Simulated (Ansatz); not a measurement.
# GaH₄+ (singlet): the correlation ladder at distance Ga1–H2 = 1.252 Å, cc-pVDZ

One table from this session's results is given with a row withheld; the runs are named, their logs left out.

Program: Ansatz 0.2.0, Gaussian basis. Level of theory: cc-pVDZ, core rule «outside noble gas», up to 14 orbitals frozen. These are calculated values, not measurements.

The runs, in order: UHF; CCSD(T) on RHF; BCCD(T) on RHF; CISD; CCSDT(Q) on RHF; CASSCF and MRCISD+Q, 2 electrons in 2 orbitals; CASSCF and NEVPT2, 2 electrons in 2 orbitals; Full CI.

35 further runs of the same task are left out: 22 for a known fault of the program, 10 that didn't finish, 3 set aside as unsound or not needed.

### The geometry

The geometry derives from a PBE0/def2-TZVP stationary point (not a proven minimum). One bond is set to the value named and the two fragments are kept rigid. No spin-orbit coupling is included. The filled d shell of Ga may be among the frozen orbitals whatever the setting's name suggests; the logs give the count.

5 atoms, charge 1, spin multiplicity 1.

Atoms are counted from 1 here; the program's logs count them from 0.

Bond lengths: Ga1–H2 1.252 Å, Ga1–H4 1.527 Å, H3–H5 0.765 Å. Angles: H2–Ga1–H4 169.3°.

Set-up of the first run:

Contents of in.yaml:

```yaml
crystal:
  periodic: [false, false, false]
  atoms:
    - {symbol: Ga, position_ang: [0.000000, 0.003747, -0.055545]}
    - {symbol: H, position_ang: [0.000000, 1.250269, -0.172536]}
    - {symbol: H, position_ang: [0.000000, 0.386269, 2.106539]}
    - {symbol: H, position_ang: [0.000000, -1.516926, -0.198266]}
    - {symbol: H, position_ang: [0.000000, -0.378775, 2.106539]}
basis:
  gaussian: {orbitals: cc-pVDZ}
total_charge: 1
magnetization: {spin_polarized: true, initial_magnetization: 0}
hamiltonian: {xc: hf}
output: {orbitals: {seedname: orbitals}}
```

The run is started by

```bash
> ansatz run in.yaml --threads 1 --pin off --events-out ev --progress --plain --max-ram 2393MiB
```

Among the steps run: UHF; CCSD(T) on RHF; BCCD(T) on RHF; CISD; CCSDT(Q) on RHF; CASSCF and MRCISD+Q, 2 electrons in 2 orbitals; CASSCF and NEVPT2, 2 electrons in 2 orbitals; Full CI.

One of the session's tables, all rows but one given; the rest of the session is left out.

| method | from FCI (kcal/mol) |
| --- | --- |
| RHF | +64.08 |
| RMP2 | +15.63 |
| RCCSD | +0.65 |
| RCCSD(T) | +0.17 |
| BCCD(T) | +0.17 |
| RCCSDT | ? |
| RCCSDT(Q) | 0.00 |
| CASSCF pair | +52.89 |
| NEVPT2 pair | +14.61 |
| FCI | 0 |

Q: Estimate the row for RCCSDT from the others.

**Answer.** from FCI (kcal/mol): +0.01. In the column «from FCI (kcal/mol)» it lies between FCI (0) and RCCSD(T) (+0.17).

Not comparable, so not listed: CISD; CASSCF and MRCISD+Q, 2 electrons in 2 orbitals (they don't share determinant, frozen orbitals or solution with the rows shown, or repeat one).

Caveats from the session: Warnings in the runs' records: passed over end.
